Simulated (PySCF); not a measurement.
# A gas-phase reaction: AlBrCl2 + CH4 → CH3AlCl2 + BrH

What reaction energy should one expect for `[Cl][Al]([Cl])[Br]` + `C` → `[CH3][Al]([Cl])[Cl]` + `Br`?

Computed with PySCF 2.14.0; each step states its level. No surroundings beyond the atoms listed, unless a continuum is named. Atoms count from 0, parts from 1.

## 1. Starting point

Each species was relaxed by itself at PBE0-D3(BJ)/def2-SVPD.

## 2. Reaction energy: wB97M-D3(BJ)/def2-TZVPD

The job: settings as JSON, then the geometry in Å.

```
{"job": {"kind": "react", "xc": "wB97M-D3(BJ)", "basis": "def2-TZVPD"}, "charge": 0, "multiplicity": 1}
-1 AlBrCl2 charge 0 multiplicity 1
Cl     1.730590    -0.768610    -0.903150
Al     0.006990    -0.001290    -0.005260
Cl    -1.482760     0.860040    -1.190610
Br    -0.240280    -0.098750     2.206870

-1 CH4 charge 0 multiplicity 1
C     -0.002400     0.001010     0.001700
H      0.921270    -0.383330    -0.448280
H     -0.115340     1.063620    -0.246280
H      0.044930    -0.117180     1.091270
H     -0.860500    -0.559060    -0.389930

+1 CH3AlCl2 charge 0 multiplicity 1
C     -0.043640     0.929920     0.299470
Al     0.031160    -0.911330    -0.271980
Cl     0.536840    -2.486130     1.036960
Cl    -0.368360    -1.466960    -2.266880
H      0.777200     1.500110    -0.165340
H     -0.982700     1.406120    -0.021770
H      0.048700     1.027460     1.390380

+1 BrH charge 0 multiplicity 1
Br     0.714970     0.013380     0.005460
H     -0.708540    -0.009980    -0.005840
```

Level: wB97M-D3(BJ)/def2-TZVPD reaction energy of separated species, gas phase.

Launch:

```sh
OMP_NUM_THREADS=1 python cluster_run.py task.json out
```

This one command runs all jobs of the session in turn.

Log:

```text
species 1 (AlBrCl2)
coarse grid: 26320 points
cycle   1  E = -3737.3242004182  dE = -7.552e-01  |g| = 4.499e-01  |ddm| = 1.942e+00
cycle   2  E = -3737.3517280148  dE = -2.753e-02  |g| = 3.578e-01  |ddm| = 7.643e-01
cycle   3  E = -3737.3804253599  dE = -2.870e-02  |g| = 3.270e-02  |ddm| = 3.285e-01
cycle   4  E = -3737.3806679104  dE = -2.426e-04  |g| = 1.113e-02  |ddm| = 3.377e-02
cycle   5  E = -3737.3807119944  dE = -4.408e-05  |g| = 3.952e-03  |ddm| = 2.000e-02
cycle   6  E = -3737.3807173941  dE = -5.400e-06  |g| = 7.329e-04  |ddm| = 5.093e-03
final grid: 48456 points
cycle   7  E = -3737.3806460746  dE = -2.667e-07  |g| = 5.244e-04  |ddm| = 1.651e-03
cycle   8  E = -3737.3806461162  dE = -4.155e-08  |g| = 4.103e-04  |ddm| = 5.908e-04
cycle   9  E = -3737.3806461328  dE = -1.664e-08  |g| = 4.473e-05  |ddm| = 2.562e-04
cycle  10  E = -3737.3806461354  dE = -2.619e-09  |g| = 1.448e-05  |ddm| = 1.337e-04
cycle  11  E = -3737.3806461355  dE = -1.028e-10  |g| = 3.055e-06  |ddm| = 2.589e-05
converged SCF energy = -3737.3806461355

species 2 (CH4)
coarse grid: 15072 points
cycle   1  E = -40.5278877902  dE = -1.934e-01  |g| = 1.334e-01  |ddm| = 1.251e+00
cycle   2  E = -40.5303006469  dE = -2.413e-03  |g| = 8.952e-02  |ddm| = 1.943e-01
cycle   3  E = -40.5321657074  dE = -1.865e-03  |g| = 5.683e-03  |ddm| = 4.933e-02
cycle   4  E = -40.5321754335  dE = -9.726e-06  |g| = 3.955e-04  |ddm| = 1.282e-02
final grid: 32696 points
cycle   5  E = -40.5321637924  dE = -1.007e-07  |g| = 9.784e-05  |ddm| = 2.543e-03
cycle   6  E = -40.5321637991  dE = -6.723e-09  |g| = 3.289e-05  |ddm| = 6.846e-04
cycle   7  E = -40.5321637997  dE = -5.788e-10  |g| = 1.741e-05  |ddm| = 2.063e-04
converged SCF energy = -40.5321637997

species 3 (CH3AlCl2)
coarse grid: 31584 points
cycle   1  E = -1203.0505262558  dE =  1.468e-01  |g| = 3.749e-01  |ddm| = 2.248e+00
cycle   2  E = -1203.0786368650  dE = -2.811e-02  |g| = 2.864e-01  |ddm| = 8.584e-01
cycle   3  E = -1203.0965951427  dE = -1.796e-02  |g| = 2.287e-02  |ddm| = 3.029e-01
cycle   4  E = -1203.0968396246  dE = -2.445e-04  |g| = 6.699e-03  |ddm| = 4.971e-02
cycle   5  E = -1203.0968725825  dE = -3.296e-05  |g| = 2.401e-03  |ddm| = 2.196e-02
cycle   6  E = -1203.0968747505  dE = -2.168e-06  |g| = 7.070e-04  |ddm| = 2.933e-03
final grid: 62712 points
cycle   7  E = -1203.0967921314  dE = -2.602e-07  |g| = 4.355e-04  |ddm| = 4.698e-03
cycle   8  E = -1203.0967921727  dE = -4.129e-08  |g| = 3.494e-04  |ddm| = 8.767e-04
cycle   9  E = -1203.0967922028  dE = -3.004e-08  |g| = 4.180e-05  |ddm| = 2.906e-04
cycle  10  E = -1203.0967922050  dE = -2.231e-09  |g| = 1.284e-05  |ddm| = 1.704e-04
cycle  11  E = -1203.0967922051  dE = -6.230e-11  |g| = 2.065e-06  |ddm| = 1.804e-05
converged SCF energy = -1203.0967922051

species 4 (BrH)
coarse grid: 9808 points
cycle   1  E = -2574.7444818395  dE = -1.115e+00  |g| = 2.814e-01  |ddm| = 9.887e-01
cycle   2  E = -2574.7574488780  dE = -1.297e-02  |g| = 1.487e-01  |ddm| = 2.655e-01
cycle   3  E = -2574.7608846686  dE = -3.436e-03  |g| = 8.656e-03  |ddm| = 8.708e-02
cycle   4  E = -2574.7609220337  dE = -3.737e-05  |g| = 2.523e-03  |ddm| = 1.268e-02
cycle   5  E = -2574.7609264641  dE = -4.430e-06  |g| = 6.498e-04  |ddm| = 4.934e-03
final grid: 18448 points
cycle   6  E = -2574.7609110851  dE = -1.922e-07  |g| = 3.886e-04  |ddm| = 9.247e-04
cycle   7  E = -2574.7609111127  dE = -2.761e-08  |g| = 2.732e-04  |ddm| = 3.939e-04
cycle   8  E = -2574.7609111198  dE = -7.080e-09  |g| = 3.377e-05  |ddm| = 1.360e-04
cycle   9  E = -2574.7609111208  dE = -1.027e-09  |g| = 1.120e-05  |ddm| = 6.290e-05
cycle  10  E = -2574.7609111209  dE = -4.638e-11  |g| = 1.705e-06  |ddm| = 1.293e-05
converged SCF energy = -2574.7609111209

Reaction energy = 34.369 kcal/mol
```

Wall time 31 s (1 thread of Arm Neoverse V1, shared host); peak memory 0.7 GiB.

Species by species (with the dispersion term, which the log's SCF energies lack):

```
 ν              species  energy (Eh)  HOMO (eV)
-1   [Cl][Al]([Cl])[Br]  -3737.38500     -11.29
-1                    C    -40.53455     -13.46
+1  [CH3][Al]([Cl])[Cl]  -1203.10330     -11.22
+1                   Br  -2574.76148     -11.15
```

## 3. Energies of the species: PBE0-D3(BJ)/def2-TZVPD

The job, as its differences from that of step 2:

```diff
@@ -1,2 +1,2 @@
-{"job": {"kind": "react", "xc": "wB97M-D3(BJ)", "basis": "def2-TZVPD"}, "charge": 0, "multiplicity": 1}
+{"job": {"kind": "react", "xc": "PBE0", "basis": "def2-TZVPD", "disp": "d3bj"}, "charge": 0, "multiplicity": 1}
 -1 AlBrCl2 charge 0 multiplicity 1
```

Method: PBE0-D3(BJ)/def2-TZVPD reaction energy of separated species, gas phase.

Log:

```text
species 1 (AlBrCl2)
coarse grid: 26320 points
cycle   1  E = -3736.4835920261  dE = -7.610e-01  |g| = 4.225e-01  |ddm| = 2.038e+00
cycle   2  E = -3736.4708203107  dE =  1.277e-02  |g| = 4.608e-01  |ddm| = 8.558e-01
cycle   3  E = -3736.5210984649  dE = -5.028e-02  |g| = 8.078e-02  |ddm| = 4.873e-01
cycle   4  E = -3736.5223191247  dE = -1.221e-03  |g| = 1.567e-02  |ddm| = 5.912e-02
cycle   5  E = -3736.5223779086  dE = -5.878e-05  |g| = 3.799e-03  |ddm| = 1.698e-02
cycle   6  E = -3736.5223813601  dE = -3.451e-06  |g| = 1.223e-03  |ddm| = 4.799e-03
final grid: 48456 points
cycle   7  E = -3736.5223661301  dE =  2.688e-08  |g| = 1.400e-03  |ddm| = 2.350e-03
cycle   8  E = -3736.5223660400  dE =  9.010e-08  |g| = 1.622e-03  |ddm| = 2.467e-03
cycle   9  E = -3736.5223665327  dE = -4.928e-07  |g| = 5.646e-05  |ddm| = 1.277e-03
cycle  10  E = -3736.5223665333  dE = -5.984e-10  |g| = 9.884e-06  |ddm| = 5.204e-05
converged SCF energy = -3736.5223665333

species 2 (CH4)
coarse grid: 3568 points
cycle   1  E = -40.4582480225  dE = -2.007e-01  |g| = 2.715e-01  |ddm| = 1.401e+00
cycle   2  E = -40.4546041081  dE =  3.644e-03  |g| = 2.993e-01  |ddm| = 3.089e-01
cycle   3  E = -40.4774123471  dE = -2.281e-02  |g| = 2.106e-03  |ddm| = 1.504e-01
cycle   4  E = -40.4774131686  dE = -8.216e-07  |g| = 2.131e-04  |ddm| = 2.627e-03
final grid: 32696 points
cycle   5  E = -40.4741147670  dE = -1.460e-05  |g| = 4.485e-03  |ddm| = 5.206e-02
cycle   6  E = -40.4741137472  dE =  1.020e-06  |g| = 4.892e-03  |ddm| = 5.678e-03
cycle   7  E = -40.4741195628  dE = -5.816e-06  |g| = 3.972e-05  |ddm| = 2.484e-03
cycle   8  E = -40.4741195633  dE = -4.640e-10  |g| = 7.909e-06  |ddm| = 7.501e-05
converged SCF energy = -40.4741195633

species 3 (CH3AlCl2)
coarse grid: 7824 points
cycle   1  E = -1202.4310722898  dE =  1.095e-01  |g| = 4.465e-01  |ddm| = 2.394e+00
cycle   2  E = -1202.4218379885  dE =  9.234e-03  |g| = 5.029e-01  |ddm| = 1.109e+00
cycle   3  E = -1202.4841389852  dE = -6.230e-02  |g| = 3.681e-02  |ddm| = 5.217e-01
cycle   4  E = -1202.4843975908  dE = -2.586e-04  |g| = 1.599e-02  |ddm| = 4.720e-02
cycle   5  E = -1202.4844602855  dE = -6.269e-05  |g| = 1.758e-03  |ddm| = 1.679e-02
cycle   6  E = -1202.4844608533  dE = -5.678e-07  |g| = 9.162e-04  |ddm| = 2.585e-03
final grid: 62712 points
cycle   7  E = -1202.4815988992  dE = -2.142e-05  |g| = 6.149e-03  |ddm| = 8.517e-02
cycle   8  E = -1202.4815954702  dE =  3.429e-06  |g| = 6.920e-03  |ddm| = 1.010e-02
cycle   9  E = -1202.4816071594  dE = -1.169e-05  |g| = 6.065e-04  |ddm| = 5.782e-03
cycle  10  E = -1202.4816072306  dE = -7.120e-08  |g| = 9.711e-05  |ddm| = 6.170e-04
cycle  11  E = -1202.4816072325  dE = -1.930e-09  |g| = 3.499e-05  |ddm| = 1.372e-04
cycle  12  E = -1202.4816072328  dE = -3.213e-10  |g| = 7.496e-06  |ddm| = 3.659e-05
converged SCF energy = -1202.4816072328

species 4 (BrH)
coarse grid: 9808 points
cycle   1  E = -2574.4494536600  dE = -1.081e+00  |g| = 2.724e-01  |ddm| = 1.042e+00
cycle   2  E = -2574.4540919120  dE = -4.638e-03  |g| = 1.699e-01  |ddm| = 2.601e-01
cycle   3  E = -2574.4588662372  dE = -4.774e-03  |g| = 3.007e-02  |ddm| = 1.194e-01
cycle   4  E = -2574.4590977165  dE = -2.315e-04  |g| = 4.156e-03  |ddm| = 2.212e-02
cycle   5  E = -2574.4591017190  dE = -4.002e-06  |g| = 1.311e-03  |ddm| = 4.270e-03
final grid: 18448 points
cycle   6  E = -2574.4591028045  dE = -7.033e-08  |g| = 1.375e-03  |ddm| = 2.024e-03
cycle   7  E = -2574.4591028188  dE = -1.433e-08  |g| = 1.399e-03  |ddm| = 1.791e-03
cycle   8  E = -2574.4591030397  dE = -2.209e-07  |g| = 5.149e-05  |ddm| = 8.398e-04
cycle   9  E = -2574.4591030404  dE = -6.821e-10  |g| = 1.026e-05  |ddm| = 4.413e-05
converged SCF energy = -2574.4591030404

Reaction energy = 35.050 kcal/mol
```

Wall time 15 s (1 thread of Arm Neoverse V1, shared host); peak memory 0.63 GiB.

Reaction energy at this level: 35.05 kcal/mol.

## 4. Reaction energy: MP2/def2-TZVPD

The job, as its differences from that of step 3:

```diff
@@ -1,2 +1,2 @@
-{"job": {"kind": "react", "xc": "PBE0", "basis": "def2-TZVPD", "disp": "d3bj"}, "charge": 0, "multiplicity": 1}
+{"job": {"kind": "react", "xc": "MP2", "basis": "def2-TZVPD"}, "charge": 0, "multiplicity": 1}
 -1 AlBrCl2 charge 0 multiplicity 1
```

With the program's defaults for keys left out, this is: MP2/def2-TZVPD reaction energy of separated species, gas phase.

Log:

```text
species 1 (AlBrCl2)
final grid: 48456 points
cycle   1  E = -3733.5407324756  dE = -7.550e-01  |g| = 4.025e-01  |ddm| = 1.904e+00
cycle   2  E = -3733.5836964763  dE = -4.296e-02  |g| = 2.143e-01  |ddm| = 5.840e-01
cycle   3  E = -3733.5952695476  dE = -1.157e-02  |g| = 2.911e-02  |ddm| = 2.124e-01
cycle   4  E = -3733.5956914619  dE = -4.219e-04  |g| = 8.825e-03  |ddm| = 5.514e-02
cycle   5  E = -3733.5957213082  dE = -2.985e-05  |g| = 2.771e-03  |ddm| = 1.432e-02
cycle   6  E = -3733.5957244161  dE = -3.108e-06  |g| = 5.935e-04  |ddm| = 3.780e-03
cycle   7  E = -3733.5957246285  dE = -2.124e-07  |g| = 1.409e-04  |ddm| = 9.410e-04
cycle   8  E = -3733.5957246452  dE = -1.670e-08  |g| = 3.151e-05  |ddm| = 2.574e-04
cycle   9  E = -3733.5957246460  dE = -8.204e-10  |g| = 9.240e-06  |ddm| = 5.248e-05
converged SCF energy = -3733.5957246460

species 2 (CH4)
final grid: 32696 points
cycle   1  E = -40.2047133331  dE = -1.974e-01  |g| = 1.529e-01  |ddm| = 1.221e+00
cycle   2  E = -40.2121419493  dE = -7.429e-03  |g| = 3.682e-02  |ddm| = 2.041e-01
cycle   3  E = -40.2127049079  dE = -5.630e-04  |g| = 6.405e-03  |ddm| = 3.827e-02
cycle   4  E = -40.2127180084  dE = -1.310e-05  |g| = 1.642e-03  |ddm| = 1.100e-02
cycle   5  E = -40.2127195343  dE = -1.526e-06  |g| = 2.165e-04  |ddm| = 6.917e-03
cycle   6  E = -40.2127195674  dE = -3.320e-08  |g| = 2.839e-05  |ddm| = 1.798e-03
cycle   7  E = -40.2127195679  dE = -4.272e-10  |g| = 1.324e-06  |ddm| = 7.250e-05
converged SCF energy = -40.2127195679

species 3 (CH3AlCl2)
final grid: 62712 points
cycle   1  E = -1200.6934810818  dE =  1.672e-01  |g| = 3.641e-01  |ddm| = 2.124e+00
cycle   2  E = -1200.7373735752  dE = -4.389e-02  |g| = 1.677e-01  |ddm| = 7.181e-01
cycle   3  E = -1200.7444064607  dE = -7.033e-03  |g| = 3.481e-02  |ddm| = 2.048e-01
cycle   4  E = -1200.7450254329  dE = -6.190e-04  |g| = 7.209e-03  |ddm| = 7.585e-02
cycle   5  E = -1200.7450602676  dE = -3.483e-05  |g| = 1.802e-03  |ddm| = 1.851e-02
cycle   6  E = -1200.7450626579  dE = -2.390e-06  |g| = 7.158e-04  |ddm| = 5.956e-03
cycle   7  E = -1200.7450629652  dE = -3.073e-07  |g| = 1.872e-04  |ddm| = 1.441e-03
cycle   8  E = -1200.7450629964  dE = -3.116e-08  |g| = 4.418e-05  |ddm| = 5.467e-04
cycle   9  E = -1200.7450629974  dE = -1.037e-09  |g| = 1.344e-05  |ddm| = 1.106e-04
cycle  10  E = -1200.7450629975  dE = -1.180e-10  |g| = 3.058e-06  |ddm| = 4.756e-05
converged SCF energy = -1200.7450629975

species 4 (BrH)
final grid: 18448 points
cycle   1  E = -2572.9852623756  dE = -1.144e+00  |g| = 2.202e-01  |ddm| = 9.640e-01
cycle   2  E = -2572.9999186918  dE = -1.466e-02  |g| = 7.760e-02  |ddm| = 2.157e-01
cycle   3  E = -2573.0014424570  dE = -1.524e-03  |g| = 1.588e-02  |ddm| = 5.815e-02
cycle   4  E = -2573.0016143558  dE = -1.719e-04  |g| = 5.005e-03  |ddm| = 1.886e-02
cycle   5  E = -2573.0016334814  dE = -1.913e-05  |g| = 1.691e-03  |ddm| = 6.805e-03
cycle   6  E = -2573.0016348843  dE = -1.403e-06  |g| = 3.418e-04  |ddm| = 2.059e-03
cycle   7  E = -2573.0016349579  dE = -7.364e-08  |g| = 5.979e-05  |ddm| = 6.414e-04
cycle   8  E = -2573.0016349594  dE = -1.408e-09  |g| = 8.468e-06  |ddm| = 8.660e-05
cycle   9  E = -2573.0016349594  dE = -3.911e-11  |g| = 1.310e-06  |ddm| = 1.889e-05
converged SCF energy = -2573.0016349594

Reaction energy = 37.235 kcal/mol
```

It took 8.5 s on 1 thread of Arm Neoverse V1, shared host; peak memory 0.48 GiB.

Reaction energy at this level: 37.23 kcal/mol.

## 5. Comparing the runs

Energies in kcal/mol, with wall time:

```
                    run  reaction   time
wB97M-D3(BJ)/def2-TZVPD     34.37   31 s
 PBE0-D3(BJ)/def2-TZVPD     35.05   15 s
         MP2/def2-TZVPD     37.23  8.5 s
```

## 6. Results

| quantity | value |
| --- | --- |
| reaction energy (wB97M-D3(BJ)/def2-TZVPD) | 34.37 kcal/mol |
| ΔH, ΔG at 298 K (xTB thermal terms) | +30.6, +29.0 kcal/mol |
| range of the reaction energy over the runs of this table | 34.37 to 37.23 kcal/mol |

**Reading.** The reaction is endothermic by 30.6 kcal/mol in the gas phase; dispersion gives -0.21, and xTB itself gave 49.33 for the electronic energy (xTB energies and thermal terms come from the earlier relaxation of each species, not shown). No barrier was sought. xTB and this level differ widely in the electronic energy, so what comes from xTB (the thermal terms above all) is less safe here. The reaction energy runs from 34.37 (wB97M-D3(BJ)/def2-TZVPD) to 37.23 kcal/mol (MP2/def2-TZVPD).
